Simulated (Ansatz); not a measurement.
# Mg3CdTe4: the cost of one run

Computed with Ansatz 0.2.0 (DFT PBE, scalar-relativistic, plane waves, PAW, unless a step names another level, unless a step's input says otherwise).

1 further run of the same task is left out (set aside as unsound or not needed).

**1. The starting structure**

Symmetry: P-43m, No. 215, cubic system. The conventional cell has a = 6.536 Å, b = 6.536 Å, c = 6.536 Å, α = 90.00°, β = 90.00°, γ = 90.00°. Mg (site symmetry -42m) has 4 Te at 2.82 Å as nearest neighbours. Cd (site symmetry -43m) has 4 Te at 2.87 Å as nearest neighbours. Te (site symmetry 3m) is surrounded by 3 Mg at 2.82 Å and 1 Cd at 2.87 Å.

Structure file:

```
CELL_PARAMETERS angstrom
6.53598 0.00000 0.00000
0.00000 6.53598 0.00000
0.00000 0.00000 6.53598
ATOMIC_POSITIONS crystal
Mg 0.00000 0.00000 0.50000
Mg 0.00000 0.50000 0.00000
Mg 0.50000 0.00000 0.00000
Cd 0.50000 0.50000 0.50000
Te 0.75313 0.75313 0.75313
Te 0.75313 0.24687 0.24687
Te 0.24687 0.75313 0.24687
Te 0.24687 0.24687 0.75313
```

It is the end of an earlier relaxation with the same method, from a generated guess; it is a trial structure. At a tolerance of 0.02 Å it has space group P-43m (No. 215); it has 34.90 Å³/atom, an uncorrected energy of -0.78 eV/atom over the elements and, on its mesh, gap 1.78 eV.

**2. Strained cells: the elastic tensor**

File input.yaml:

```yaml
crystal:
  lattice:
    - [6.5356001659, 0.0, 0.0]
    - [0.0, 6.5356001659, 0.0]
    - [0.0, 0.0, 6.5356001659]
  atoms:
    - { symbol: Mg, position: [0.0, 0.0, 0.5] }
    - { symbol: Mg, position: [0.0, 0.5, 0.0] }
    - { symbol: Mg, position: [0.5, 0.0, 0.0] }
    - { symbol: Cd, position: [0.5, 0.5, 0.5] }
    - { symbol: Te, position: [0.753160682, 0.753160682, 0.753160682] }
    - { symbol: Te, position: [0.753160682, 0.246839318, 0.246839318] }
    - { symbol: Te, position: [0.246839318, 0.753160682, 0.246839318] }
    - { symbol: Te, position: [0.246839318, 0.246839318, 0.753160682] }
basis:
  ecutwfc: 420
kpoints:
  mp_grid: { grid: [4, 4, 4] }
hamiltonian:
  xc: pbe
scf:
  occupations: { method: fixed }
output:
  forces: true
  stress: true
  eigenvalues: true
  polarization: {}
elastic:
  mode: relaxed_ion
  stencil: two_point
```

Run with:

```bash
$ ansatz run input.yaml --threads 1 --pin off --max-ram 2560MiB --backend cpu --events-out ev --progress --plain --runs-dir out
```

What time and memory should one allow on 1 thread of Intel Xeon at 2.50GHz (Skylake/Cascade Lake), shared host?

About 23 min, with a peak of 0.85 GiB.
